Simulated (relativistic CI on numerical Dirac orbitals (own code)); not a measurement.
**Hf³⁺: 5p photoemission multiplets**

Wanted: the shape of the 5p photoemission spectrum of Hf³⁺ in 3 surroundings, from the same atomic integrals.

Program: relativistic CI on numerical Dirac orbitals (own code) version 1. Level of theory: Dirac-Coulomb-Breit CI, KLI orbitals optimised for each configuration, model QED (radiative potential, 1s self-energy scaled to tabulated hydrogen-like ionisation energies), valence Slater integrals scaled by 0.9, multiplet model of photoemission in the sudden approximation in a parametric crystal field. These are calculated values, not measurements, unless marked.

**1. The atom as given**

```
ion            : Hf³⁺ (Hf IV)
nuclear charge : 72
electrons      : 69
configurations : [Xe] 4f14 5d → [Kr] 4d10 4f14 5s2 5p5 5d
temperature    : 80 K
widths         : Lorentz 2.1 eV, Gauss 0.6 eV
surrounding 1  : D4h, 10Dq = 31750, Ds = 2400, Dt = -160 cm⁻¹
surrounding 2  : D4h, 10Dq = 16250, Ds = -70, Dt = -180 cm⁻¹
surrounding 3  : D4h, 10Dq = 38400, Ds = 1000, Dt = -240 cm⁻¹
```

**2. Surrounding 1: D4h, 10Dq = 31750, Ds = 2400, Dt = -160**

Settings of the run:

```ini
atom Hf  Z=72  charge=3  electrons=69
nucleus A=180  rms_radius_fm=5.3470
hamiltonian dirac-coulomb  breit=on  qed=on  c_scale=1
orbitals kli  potential=per-configuration
slater_scale 0.9
correlation none
mixing on
configurations
  [Xe] 4f14 5d
  [Kr] 4d10 4f14 5s2 5p5 5d
end
photoemission 5p T=80 lorentz=2.1 gauss=0.6
crystal_field D4h 10Dq=31750 Ds=2400 Dt=-160
```

From the run's result record (rounded, not every field):

```text
{
  "status": "converged",
  "curve, one point in 4 above 2 % of the maximum [energy, intensity] [eV; 1/eV]": [
    [56.8, 0.002944],
    [57.6, 0.003499],
    [58.4, 0.004234],
    [59.2, 0.00524],
    [60, 0.00667],
    [60.8, 0.00881],
    [61.6, 0.01223],
    [62.4, 0.01822],
    [63.2, 0.03001],
    [64, 0.05556],
    [64.8, 0.1005],
    [65.6, 0.1378],
    [66.4, 0.1359],
    [67.2, 0.09717],
    [68, 0.05768],
    [68.8, 0.03726],
    [69.6, 0.02795],
    [70.4, 0.02318],
    [71.2, 0.02329],
    [72, 0.02875],
    [72.8, 0.04234],
    [73.6, 0.06302],
    [74.4, 0.06501],
    [75.2, 0.04332],
    [76, 0.03094],
    [76.8, 0.02825],
    [77.6, 0.02142],
    [78.4, 0.0133],
    [79.2, 0.008985],
    [80, 0.007325],
    [80.8, 0.007711],
    [81.6, 0.009969],
    [82.4, 0.01014],
    [83.2, 0.007068],
    [84, 0.004355],
    [84.8, 0.002981]
  ],
  "sticks, the strongest [energy, strength] [eV, share]": [
    [64.77, 0.05311],
    [65.1, 0.0994],
    [65.53, 0.05472],
    [65.76, 0.02663],
    [65.9, 0.1406],
    [66.32, 0.0497],
    [66.58, 0.06858],
    [66.67, 0.04978],
    [67.27, 0.03488],
    [72.67, 0.02134],
    [74.03, 0.0809],
    [74.12, 0.1039],
    [75.14, 0.02023],
    [76.83, 0.04211]
  ],
  "centroid [eV]": 69.1919,
  "spread [eV]": 4.60982,
  "peak [eV]": 66.0,
  "ground_S": 0.5,
  "radial 5p5 5d [Ha, bohr]": {"<r^-3>(5p)": 106.49, "<r^1>(5p)": 1.2945, "<r^2>(5p)": 1.8929, "<r^4>(5p)": 5.4104, "zeta(5p)": 0.19856, "<r^-3>(5d)": 8.2338, "<r^1>(5d)": 1.7818, "<r^2>(5d)": 3.6272, "<r^4>(5d)": 20.948, "F2(5p,5d)": 0.28451, "G1(5p,5d)": 0.3366, "G3(5p,5d)": 0.20887, "zeta(5d)": 0.0097613}
}
```

Run time: 0.27 s. Hardware: 1 thread, shared host.

**3. Surrounding 2: D4h, 10Dq = 16250, Ds = -70, Dt = -180**

Changes to the settings of step 2:

```diff
@@ -12,2 +12,2 @@
 photoemission 5p T=80 lorentz=2.1 gauss=0.6
-crystal_field D4h 10Dq=31750 Ds=2400 Dt=-160
+crystal_field D4h 10Dq=16250 Ds=-70 Dt=-180
```

From the record:

```text
{
  "status": "converged",
  "curve, one point in 6 above 2 % of the maximum [energy, intensity] [eV; 1/eV]": [
    [56.8, 0.002962],
    [58, 0.003868],
    [59.2, 0.005291],
    [60.4, 0.007729],
    [61.6, 0.01249],
    [62.8, 0.02386],
    [64, 0.0577],
    [65.2, 0.1203],
    [66.4, 0.1363],
    [67.6, 0.07258],
    [68.8, 0.03691],
    [70, 0.02422],
    [71.2, 0.02834],
    [72.4, 0.03416],
    [73.6, 0.06201],
    [74.8, 0.05178],
    [76, 0.03328],
    [77.2, 0.0184],
    [78.4, 0.01067],
    [79.6, 0.01139],
    [80.8, 0.01751],
    [82, 0.009464],
    [83.2, 0.004527]
  ],
  "sticks, the strongest [energy, strength] [eV, share]": [
    [64.5, 0.04165],
    [65, 0.0863],
    [65.79, 0.07756],
    [65.84, 0.05775],
    [66.14, 0.09124],
    [66.48, 0.05954],
    [66.87, 0.07833],
    [74, 0.2]
  ],
  "centroid [eV]": 69.1854,
  "spread [eV]": 4.63102,
  "peak [eV]": 66.0,
  "ground_S": 0.5
}
```

It took 0.27 s on 1 thread, shared host.

**4. Surrounding 3: D4h, 10Dq = 38400, Ds = 1000, Dt = -240**

Changes to the settings of step 3:

```diff
@@ -12,2 +12,2 @@
 photoemission 5p T=80 lorentz=2.1 gauss=0.6
-crystal_field D4h 10Dq=16250 Ds=-70 Dt=-180
+crystal_field D4h 10Dq=38400 Ds=1000 Dt=-240
```

From the record:

```text
{
  "status": "converged",
  "curve, one point in 6 above 2 % of the maximum [energy, intensity] [eV; 1/eV]": [
    [56.8, 0.002942],
    [58, 0.003837],
    [59.2, 0.005236],
    [60.4, 0.007621],
    [61.6, 0.01223],
    [62.8, 0.02308],
    [64, 0.05566],
    [65.2, 0.1212],
    [66.4, 0.1365],
    [67.6, 0.07489],
    [68.8, 0.03888],
    [70, 0.02482],
    [71.2, 0.02251],
    [72.4, 0.03292],
    [73.6, 0.06617],
    [74.8, 0.05479],
    [76, 0.02789],
    [77.2, 0.02729],
    [78.4, 0.01583],
    [79.6, 0.008097],
    [80.8, 0.005992],
    [82, 0.007422],
    [83.2, 0.008359],
    [84.4, 0.004126]
  ],
  "sticks, the strongest [energy, strength] [eV, share]": [
    [64.72, 0.04958],
    [65.08, 0.09551],
    [65.87, 0.1357],
    [66.42, 0.03968],
    [66.59, 0.06861],
    [74.05, 0.0805],
    [74.13, 0.104],
    [77.26, 0.04207]
  ],
  "centroid [eV]": 69.1941,
  "spread [eV]": 4.60276,
  "peak [eV]": 66.0,
  "ground_S": 0.5
}
```

It took 0.27 s on 1 thread, shared host.

**5. Comparison**

| surrounding | ground S | centroid (eV) | spread (eV) | up to four highest peaks (% of the highest), eV |
| --- | --- | --- | --- | --- |
| 1: D4h | 0.50 | 69.19 | 4.61 | 66.0 (100), 74.0 (48), 82.0 (7) |
| 2: D4h | 0.50 | 69.19 | 4.63 | 66.0 (100), 74.0 (47), 80.8 (12) |
| 3: D4h | 0.50 | 69.19 | 4.60 | 66.0 (100), 74.0 (51), 77.2 (19), 82.8 (6) |

**6. Summary of results**

| quantity | value |
| --- | --- |
| highest peak, first run | 66.0 eV |
| ground spin (effective S from ⟨S²⟩) | 0.50 |

In words: The highest peak stays in place, within the step of the energy grid, in all surroundings. Energies are those of the free ion without screening by ligands; binding energies in solids differ by tens of eV.
